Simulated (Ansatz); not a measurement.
Born–Oppenheimer molecular dynamics of a periodic cell of 16 atoms, Li (start crystal Li, start structure bcc, volume 1.1 times the crystal's). It starts from a structure without forces on its atoms.

The calculation used DFT PBE-D3(BJ), scalar-relativistic, plane waves, PAW (Ansatz). Settings: cutoff 420 eV, k mesh 2x2x2, fermi-dirac smearing 0.1 eV, no spin polarisation.

```
ensemble        : NVT, Langevin thermostat
time step       : 1.5 fs
steps asked     : 120
set temperature : 900 K
friction        : 0.02 /fs
seed            : 996234
```

Frames 7.5 fs apart, positions in Å.

Velocities at 75.0 fs (Å/ps):

```
Li -15.74 -6.15 1.84
Li 11.73 -8.87 14.17
Li 1.88 11.81 -0.27
Li 7.96 9.38 -11.39
Li 3.54 12.17 16.90
Li -25.92 -9.40 9.63
Li -9.91 5.75 7.41
Li 5.98 -13.01 0.34
Li 15.07 14.03 -4.88
Li -4.78 5.53 -15.24
Li 2.64 1.00 2.46
Li 7.13 3.21 7.41
Li -4.40 -4.15 3.90
Li -14.54 1.76 16.28
Li -4.91 -12.78 -0.22
Li 13.55 -4.87 -11.32
```

```xyz
16
Lattice="7.2053 0.0000 0.0000 0.0000 7.2053 0.0000 0.0000 0.0000 7.2053" Properties=species:S:1:pos:R:3 time_fs=75.0 energy_less_start_eV=1.450 T=824
Li -0.138 -0.089 0.568
Li 3.366 -0.087 0.003
Li 0.227 4.446 0.061
Li -0.014 -0.285 3.398
Li 1.633 1.869 1.657
Li 3.510 3.587 0.557
Li 3.458 -0.066 3.659
Li 5.365 1.697 1.697
Li -0.514 3.700 3.566
Li 1.621 5.271 1.966
Li 1.513 2.054 5.783
Li 3.528 3.402 3.889
Li 5.087 5.456 2.074
Li 5.902 0.831 5.791
Li 0.920 5.849 5.649
Li 5.205 5.258 5.559
16
Lattice="7.2053 0.0000 0.0000 0.0000 7.2053 0.0000 0.0000 0.0000 7.2053" Properties=species:S:1:pos:R:3 time_fs=82.5 energy_less_start_eV=1.768 T=694
Li -0.214 -0.125 0.575
Li 3.416 -0.152 0.154
Li 0.206 4.522 0.084
Li 0.033 -0.261 3.299
Li 1.671 1.927 1.768
Li 3.343 3.547 0.638
Li 3.412 -0.001 3.695
Li 5.394 1.624 1.716
Li -0.400 3.796 3.539
Li 1.619 5.314 1.824
Li 1.520 2.044 5.819
Li 3.559 3.467 3.940
Li 5.103 5.394 2.112
Li 5.851 0.883 5.925
Li 0.916 5.765 5.634
Li 5.296 5.184 5.467
16
Lattice="7.2053 0.0000 0.0000 0.0000 7.2053 0.0000 0.0000 0.0000 7.2053" Properties=species:S:1:pos:R:3 time_fs=90.0 energy_less_start_eV=1.808 T=785
Li -0.235 -0.160 0.613
Li 3.434 -0.208 0.303
Li 0.100 4.521 0.168
Li 0.042 -0.251 3.233
Li 1.687 1.965 1.943
Li 3.219 3.537 0.688
Li 3.405 0.092 3.705
Li 5.381 1.613 1.792
Li -0.254 3.846 3.520
Li 1.659 5.339 1.733
Li 1.504 2.013 5.878
Li 3.484 3.521 4.021
Li 5.159 5.375 2.155
Li 5.821 0.934 6.019
Li 0.930 5.725 5.548
Li 5.408 5.127 5.392
16
Lattice="7.2053 0.0000 0.0000 0.0000 7.2053 0.0000 0.0000 0.0000 7.2053" Properties=species:S:1:pos:R:3 time_fs=97.5 energy_less_start_eV=1.643 T=766
Li -0.264 -0.114 0.621
Li 3.429 -0.271 0.364
Li -0.038 4.468 0.197
Li 0.054 -0.274 3.210
Li 1.663 1.965 2.164
Li 3.140 3.537 0.697
Li 3.454 0.192 3.685
Li 5.379 1.586 1.872
Li -0.124 3.807 3.486
Li 1.720 5.376 1.718
Li 1.497 1.967 5.953
Li 3.369 3.601 4.096
Li 5.224 5.360 2.175
Li 5.752 1.029 6.017
Li 1.018 5.659 5.462
Li 5.472 5.078 5.335
16
Lattice="7.2053 0.0000 0.0000 0.0000 7.2053 0.0000 0.0000 0.0000 7.2053" Properties=species:S:1:pos:R:3 time_fs=105.0 energy_less_start_eV=1.562 T=912
Li -0.264 -0.037 0.606
Li 3.444 -0.301 0.398
Li -0.220 4.394 0.278
Li 0.062 -0.294 3.206
Li 1.591 1.929 2.335
Li 3.070 3.555 0.689
Li 3.525 0.273 3.688
Li 5.388 1.529 1.923
Li 0.027 3.766 3.432
Li 1.815 5.387 1.724
Li 1.534 1.941 6.017
Li 3.262 3.681 4.159
Li 5.308 5.350 2.174
Li 5.678 1.150 6.007
Li 1.216 5.560 5.389
Li 5.505 5.091 5.305
16
Lattice="7.2053 0.0000 0.0000 0.0000 7.2053 0.0000 0.0000 0.0000 7.2053" Properties=species:S:1:pos:R:3 time_fs=112.5 energy_less_start_eV=1.630 T=938
Li -0.198 -0.032 0.588
Li 3.418 -0.311 0.345
Li -0.396 4.322 0.397
Li 0.034 -0.304 3.233
Li 1.505 1.843 2.478
Li 3.045 3.537 0.698
Li 3.606 0.295 3.697
Li 5.407 1.478 1.957
Li 0.184 3.786 3.391
Li 1.891 5.422 1.754
Li 1.575 1.875 6.086
Li 3.177 3.693 4.280
Li 5.382 5.323 2.201
Li 5.626 1.299 5.985
Li 1.480 5.478 5.354
Li 5.526 5.126 5.307
16
Lattice="7.2053 0.0000 0.0000 0.0000 7.2053 0.0000 0.0000 0.0000 7.2053" Properties=species:S:1:pos:R:3 time_fs=120.0 energy_less_start_eV=1.631 T=707
Li -0.103 -0.019 0.566
Li 3.377 -0.255 0.272
Li -0.498 4.189 0.405
Li -0.034 -0.291 3.321
Li 1.478 1.783 2.566
Li 3.048 3.466 0.669
Li 3.683 0.273 3.736
Li 5.447 1.496 1.972
Li 0.289 3.794 3.353
Li 1.948 5.465 1.802
Li 1.593 1.763 6.128
Li 3.111 3.676 4.418
Li 5.375 5.268 2.261
Li 5.570 1.450 5.950
Li 1.727 5.453 5.341
Li 5.534 5.120 5.326
16
Lattice="7.2053 0.0000 0.0000 0.0000 7.2053 0.0000 0.0000 0.0000 7.2053" Properties=species:S:1:pos:R:3 time_fs=127.5 energy_less_start_eV=1.465 T=576
Li 0.015 -0.002 0.519
Li 3.349 -0.192 0.227
Li -0.538 4.049 0.422
Li -0.064 -0.275 3.444
Li 1.512 1.718 2.607
Li 3.132 3.363 0.669
Li 3.726 0.232 3.783
Li 5.422 1.562 1.956
Li 0.355 3.814 3.356
Li 1.956 5.458 1.838
Li 1.560 1.663 6.179
Li 3.066 3.617 4.451
Li 5.352 5.225 2.321
Li 5.475 1.610 5.931
Li 1.856 5.464 5.404
Li 5.547 5.107 5.320
16
Lattice="7.2053 0.0000 0.0000 0.0000 7.2053 0.0000 0.0000 0.0000 7.2053" Properties=species:S:1:pos:R:3 time_fs=135.0 energy_less_start_eV=1.429 T=728
Li 0.161 0.041 0.466
Li 3.325 -0.162 0.184
Li -0.541 3.894 0.503
Li -0.085 -0.294 3.546
Li 1.588 1.661 2.590
Li 3.269 3.307 0.666
Li 3.735 0.255 3.839
Li 5.423 1.591 1.912
Li 0.368 3.813 3.382
Li 1.958 5.447 1.844
Li 1.518 1.630 6.309
Li 3.040 3.550 4.451
Li 5.292 5.170 2.336
Li 5.383 1.765 5.888
Li 1.978 5.504 5.452
Li 5.570 5.137 5.302
16
Lattice="7.2053 0.0000 0.0000 0.0000 7.2053 0.0000 0.0000 0.0000 7.2053" Properties=species:S:1:pos:R:3 time_fs=142.5 energy_less_start_eV=1.437 T=728
Li 0.278 0.009 0.381
Li 3.337 -0.099 0.097
Li -0.553 3.723 0.539
Li -0.052 -0.303 3.631
Li 1.667 1.624 2.548
Li 3.362 3.271 0.629
Li 3.762 0.233 3.925
Li 5.425 1.672 1.886
Li 0.363 3.766 3.434
Li 1.964 5.476 1.888
Li 1.514 1.644 6.436
Li 3.060 3.476 4.487
Li 5.199 5.105 2.343
Li 5.375 1.968 5.845
Li 2.050 5.534 5.521
Li 5.592 5.173 5.324
16
Lattice="7.2053 0.0000 0.0000 0.0000 7.2053 0.0000 0.0000 0.0000 7.2053" Properties=species:S:1:pos:R:3 time_fs=150.0 energy_less_start_eV=1.488 T=661
Li 0.355 -0.063 0.279
Li 3.368 -0.058 0.002
Li -0.550 3.544 0.536
Li 0.001 -0.276 3.695
Li 1.716 1.592 2.465
Li 3.447 3.234 0.554
Li 3.728 0.197 4.014
Li 5.447 1.747 1.923
Li 0.365 3.685 3.482
Li 1.965 5.534 1.981
Li 1.558 1.672 6.543
Li 3.136 3.372 4.503
Li 5.113 5.054 2.317
Li 5.399 2.150 5.816
Li 2.087 5.533 5.619
Li 5.575 5.214 5.386
16
Lattice="7.2053 0.0000 0.0000 0.0000 7.2053 0.0000 0.0000 0.0000 7.2053" Properties=species:S:1:pos:R:3 time_fs=157.5 energy_less_start_eV=1.416 T=546
Li 0.346 -0.137 0.238
Li 3.438 -0.070 -0.088
Li -0.466 3.438 0.552
Li 0.046 -0.234 3.778
Li 1.705 1.600 2.382
Li 3.518 3.274 0.477
Li 3.675 0.144 4.063
Li 5.485 1.791 1.986
Li 0.383 3.627 3.564
Li 1.958 5.584 2.076
Li 1.633 1.734 6.602
Li 3.210 3.275 4.466
Li 5.081 5.055 2.303
Li 5.431 2.286 5.814
Li 2.067 5.527 5.629
Li 5.586 5.228 5.420
```

Of the whole run (180 fs, mean temperature of the second half 776 K): The mean temperature of the second half is 14 % below the set value. A run of 0.18 ps of so small a system gives no equilibrium averages. Limits of this set-up: coarse k mesh.

The run took 7.2 min on 1 thread of Arm Neoverse V2, with other jobs on the host, peak memory 0.59 GiB.
